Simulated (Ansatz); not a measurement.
Run this with Ansatz's Python interface and show what comes out.

`field_h6n2sesi.py`
```python
import ansatz
import numpy as np

BASIS = "def2-SVP"
FUNCTIONAL = "b3lyp"

geometry_ang = [
    ("N", (-1.3124, 0.7779, -0.0058)),
    ("Si", (0.2032, -0.0079, 0.2205)),
    ("N", (-0.1088, -1.7462, 0.4955)),
    ("Se", (1.5734, 0.2681, -1.6431)),
    ("H", (-1.7822, 0.4155, -0.9021)),
    ("H", (-1.1448, 1.8398, -0.2234)),
    ("H", (0.9233, 0.5807, 1.3855)),
    ("H", (0.8964, -2.1602, 0.6875)),
    ("H", (-0.618, -1.8041, 1.4388)),
    ("H", (1.453, 1.7853, -1.4504)),
]
system = ansatz.Crystal.molecule()
for symbol, xyz in geometry_ang:
    system = system.atom(symbol, xyz)

base = system.calculation().basis(gaussian=BASIS).functional(FUNCTIONAL).forces()
centre = np.mean([site.position_ang for site in system.cartesian_sites], axis=0)
field = 2 * 14.399645 * 2.0 / 30.0 ** 2


def dipole(axis, sign):
    arm = 30.0 * np.eye(3)[axis]
    pair = [{"charge": sign * 2.0, "position_ang": (centre - arm).tolist()}, {"charge": -sign * 2.0, "position_ang": (centre + arm).tolist()}]
    deck = base.input().set(ansatz.key.basis.gaussian.point_charges, pair)
    return np.array(ansatz.Session.from_dict(deck).plan().execute().report["charge_distribution"]["dipole_moment_e_ang"])


print(f"field {field:.4f} V/A")
alpha = np.array([(dipole(axis, 1) - dipole(axis, -1)) / (2 * field) * 14.399645 for axis in range(3)])
print("polarisability tensor (A^3)")
print(np.array2string(alpha, precision=3, suppress_small=True))
print(f"mean {np.trace(alpha) / 3:.3f} A^3 = {np.trace(alpha) / 3 / 0.14818471:.2f} bohr^3")
```

Running `python field_h6n2sesi.py` prints:
```text
field 0.0640 V/A
polarisability tensor (A^3)
[[ 8.733  0.043 -1.419]
 [ 0.045  8.957 -0.809]
 [-1.424 -0.797  8.979]]
mean 8.890 A^3 = 59.99 bohr^3
```

The settings weren't tested for convergence. The geometry is a force-field or estimated start, not a minimum of this method, and the basis set is short of its limit. The field of two point charges is only nearly even. b3lyp holds the VWN-RPA fit, as in Gaussian; the form of ORCA and Turbomole is b3lyp5. Without diffuse functions polarisabilities are unreliable, as a rule too low, and they change with the bond lengths of this unrelaxed start. It ran for 32 s on 1 thread of Arm Neoverse V1 (shared host), peak memory 0.3 GiB.

(Lines on the test bed's own set-up are left out of the output.)
